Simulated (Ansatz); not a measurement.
# ClGeH5Sn: basis-set convergence

One table from this session's results is given with a row withheld; the runs are named, their logs left out.

Program: Ansatz 0.2.0, Gaussian basis. Level of theory: one geometry, several basis sets. These are calculated values, not measurements.

Plan: PBE0-D4/def2-SVP; ωB97M-V/def2-SVP; PBE0-D4/def2-QZVPP; ωB97M-V/def2-QZVPP; the functionals' def2-TZVPP values are taken from earlier runs.

### Structure used throughout

An earlier PBE0-D4 in a triple-zeta def2 set relaxation fixed the geometry. Sn takes the def2 core potential; no spin-orbit term is included.

SMILES `[Cl][SnH2][GeH3]`, 8 atoms, charge 0, spin multiplicity 1.

Atoms are counted from 1 here; the program's logs count them from 0.

Bond lengths: Cl1–Sn2 2.345 Å, Sn2–Ge3 2.595 Å, Sn2–H4 1.706 Å, Sn2–H5 1.706 Å, Ge3–H6 1.534 Å, Ge3–H7 1.537 Å, Ge3–H8 1.534 Å. Angles: Cl1–Sn2–Ge3 105.3°, Cl1–Sn2–H4 105.1°, Cl1–Sn2–H5 105.1°, Ge3–Sn2–H4 114.8°, Ge3–Sn2–H5 114.9°, H4–Sn2–H5 110.5°, Sn2–Ge3–H6 109.1°, Sn2–Ge3–H7 109.9°, Sn2–Ge3–H8 109.1°, H6–Ge3–H7 109.4°, H6–Ge3–H8 109.9°, H7–Ge3–H8 109.4°.

The first run:

File in.yaml:

```yaml
crystal:
  periodic: [false, false, false]
  atoms:
    - {symbol: Cl, position_ang: [-2.476561, 1.343737, -0.037275]}
    - {symbol: Sn, position_ang: [-0.428481, 0.659902, -0.952065]}
    - {symbol: Ge, position_ang: [0.696312, -0.782990, 0.888733]}
    - {symbol: H, position_ang: [-0.838830, -0.186470, -2.375331]}
    - {symbol: H, position_ang: [0.392894, 2.106170, -1.331593]}
    - {symbol: H, position_ang: [0.900634, 0.074968, 2.143764]}
    - {symbol: H, position_ang: [2.057593, -1.296727, 0.393164]}
    - {symbol: H, position_ang: [-0.211461, -1.975690, 1.214802]}
basis:
  gaussian: {orbitals: def2-SVP}
hamiltonian: {xc: pbe0, dispersion: d4}
output: {orbitals: {seedname: orbitals}}
```

Among the steps run: PBE0-D4 in def2-SVP; ωB97M-V in def2-SVP; PBE0-D4 in def2-QZVPP; ωB97M-V in def2-QZVPP.

One of the session's tables, all rows but one given; the rest of the session is left out.

It belongs to the step «Functionals by basis». 

```
functional       basis  HOMO (eV)
   PBE0-D4    def2-SVP      -7.86
   PBE0-D4  def2-TZVPP      -7.98
   PBE0-D4  def2-QZVPP      -7.99
   ωB97M-V    def2-SVP      -9.85
   ωB97M-V  def2-TZVPP          ?
   ωB97M-V  def2-QZVPP     -10.02
```

Q: Estimate the row for ωB97M-V, def2-TZVPP from the others.

As computed: HOMO (eV): -10.00. In the column «HOMO (eV)» it lies between ωB97M-V, def2-QZVPP (-10.02) and ωB97M-V, def2-SVP (-9.85).
